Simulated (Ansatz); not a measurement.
# GaH: the cost of one run

Computed with Ansatz 0.2.0 (DFT PBE, scalar-relativistic, plane waves, PAW, unless a step's input says otherwise).

## (1) The structure to begin with

The structure is tetragonal, space group P4/mmm (No. 123). The conventional cell has a = 2.663 Å, b = 2.663 Å, c = 3.490 Å, α = 90.00°, β = 90.00°, γ = 90.00°. Around Ga (site symmetry 4/mmm) lie 8 H at 2.57 Å and 4 Ga at 2.66 Å. Around H (site symmetry 4/mmm) lie 8 Ga at 2.57 Å.

As a file:

```xyz
2
Lattice="2.6628 0.0000 0.0000 0.0000 2.6628 0.0000 0.0000 0.0000 3.4901" Properties=species:S:1:pos:R:3 pbc="T T T"
Ga    1.3314    1.3314    1.7451
H     0.0000    0.0000    0.0000
```

This is candidate A: CuAu (L1_0) type (P4/mmm, No. 123).

(A quick probe on a coarse mesh, which set the mesh and smearing, is not shown.)

## (3) Relaxing cell and atoms (candidate A)

Contents of input.yaml:

```yaml
crystal:
  lattice:
    - [2.6627814871, 0.0, 0.0]
    - [0.0, 2.6627814871, 0.0]
    - [0.0, 0.0, 3.4901457349]
  atoms:
    - { symbol: Ga, position: [0.5, 0.5, 0.5] }
    - { symbol: H, position: [0.0, 0.0, 0.0] }
basis:
  ecutwfc: 420
kpoints:
  mp_grid: { grid: [20, 20, 16] }
hamiltonian:
  xc: pbe
scf:
  occupations: { method: gaussian, width: 0.1 }
output:
  forces: true
  stress: true
  eigenvalues: true
  write_density: true
  write_potential: true
  elf: true
  volumetric_format: npy
relax:
  adjacent_minimum: "off"
  f_tol: 0.01
  max_steps: 80
  cell: { stress_tol: 0.05 }
```

Launch:

```bash
> ansatz run input.yaml --threads 1 --pin off --max-ram 2560MiB --backend cpu --events-out ev --progress --plain --runs-dir out
```

What time and memory should one allow on 1 thread of Arm Neoverse V1, shared host?

About 2.5 min, with a peak of 0.47 GiB.
